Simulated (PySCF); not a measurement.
# Solver options tried on PI (triplet)

The same problem is solved with other solver options, one edit a run.

Program: PySCF 2.14.0. Level of theory: method and basis as typed in the scripts. These are calculated values, not measurements.

3 further runs of the same task are left out: 2 for a known fault of the program, 1 that didn't finish.

### 1 The starting structure

PI (triplet): 2 atoms, charge 0, spin multiplicity 3.

Bond lengths: P1–I2 2.375 Å.

### 2 Base script

Input file input.py:

```python
from pyscf import gto, scf, mp

mol = gto.M(
    atom='P 0 0 0; I 0 0 2.375',
    basis='3-21g',
    charge=0,
    spin=2,
    verbose=4,
)
mf = scf.UHF(mol)
mf.kernel()
mp.MP2(mf, frozen=23).kernel()
mf.dip_moment()
print('orbital energies (hartree):', [e[max(0, n-3):n+3].round(4) for e, n in zip(mf.mo_energy, mol.nelec)])
```

On the command line:

```console
$ OMP_NUM_THREADS=1 python input.py
```

The log of this run is left out.

It gives: E(SCF) = -7226.299103 Eh, 11 cycles, E(MP2) − E(SCF) = -0.05628 Eh, ⟨S²⟩ = 2.019, μ = 0.73 D (of the SCF density).

No relativity is included for the heavy element. The bond length is a typed value, not an optimised one. The triplet is typed in the script; nothing here shows that it is the ground state.

### 3 DIIS space 12

Run 1 changes DIIS space: default → 12.

Input file input.py:

```python
from pyscf import gto, scf, mp

mol = gto.M(
    atom='P 0 0 0; I 0 0 2.375',
    basis='3-21g',
    charge=0,
    spin=2,
    verbose=4,
)
mf = scf.UHF(mol)
mf.diis_space = 12
mf.kernel()
mp.MP2(mf, frozen=23).kernel()
mf.dip_moment()
print('orbital energies (hartree):', [e[max(0, n-3):n+3].round(4) for e, n in zip(mf.mo_energy, mol.nelec)])
```

On the command line:

```console
$ OMP_NUM_THREADS=1 python input.py
```

### 4 Point-group symmetry on

Run 2 changes point-group symmetry: off → on.

Edit input.py of step 2 so:

```diff
@@ -7,2 +7,3 @@
     spin=2,
+    symmetry=True,
     verbose=4,
```

### 5 Second-order solver on

Run 3 changes second-order solver: off → on.

Edit input.py of step 2 so:

```diff
@@ -10,2 +10,3 @@
 mf = scf.UHF(mol)
+mf = mf.newton()
 mf.kernel()
```

### 6 DIIS space off

Run 4 changes DIIS space: default → off.

Edit input.py of step 2 so:

```diff
@@ -10,2 +10,3 @@
 mf = scf.UHF(mol)
+mf.diis = False
 mf.kernel()
```

### 7 DIIS space 4

Run 5 changes DIIS space: default → 4.

Edit input.py of step 2 so:

```diff
@@ -10,2 +10,3 @@
 mf = scf.UHF(mol)
+mf.diis_space = 4
 mf.kernel()
```

**Question.** What will these runs give? Wanted: for each run, E(SCF); from base; gap, α spin; SCF dipole; after the SCF.

The runs gave:

```csv
run,E(SCF) (hartree),from base (eV),cycles,"gap, α spin (eV)",SCF dipole (D),after the SCF
base,-7226.299103,0,11,10.95,0.73,"MP2 correlation -1.531 eV, core frozen"
DIIS space 12,-7226.299103,0.0000,11,10.95,0.73,"MP2 correlation -1.531 eV, core frozen"
point-group symmetry on,-7226.299103,0.0000,11,10.95,0.73,"MP2 correlation -1.531 eV, core frozen"
second-order solver on,-7226.299103,0.0000,3 macro,10.95,0.73,"MP2 correlation -1.531 eV, core frozen"
DIIS space off,-7226.299103,0.0000,31,10.95,0.73,"MP2 correlation -1.531 eV, core frozen"
DIIS space 4,-7226.299103,0.0000,12,10.95,0.73,"MP2 correlation -1.531 eV, core frozen"
```

Distance from each run's final energy (log10 hartree) by cycle:

```
                    run  cycle 1  cycle 2  cycle 3  cycle 5  cycle 8  cycle 12
                   base     -1.6     -2.3     -2.8     -3.9     -6.2      done
          DIIS space 12     -1.6     -2.3     -2.8     -3.9     -6.2      done
point-group symmetry on     -1.6     -2.3     -2.8     -3.9     -6.2      done
 second-order solver on     -3.7    < -11    < -11     done     done      done
         DIIS space off     -1.6     -2.3     -2.8     -3.6     -4.3      -5.1
           DIIS space 4     -1.6     -2.3     -2.8     -3.9     -6.0     -10.2
```

The SCF energy stays the same, to the digits that matter, with DIIS space 12 or point-group symmetry on or second-order solver on or DIIS space off or DIIS space 4. The base needs 11 cycles and the run with DIIS space off needs 31.
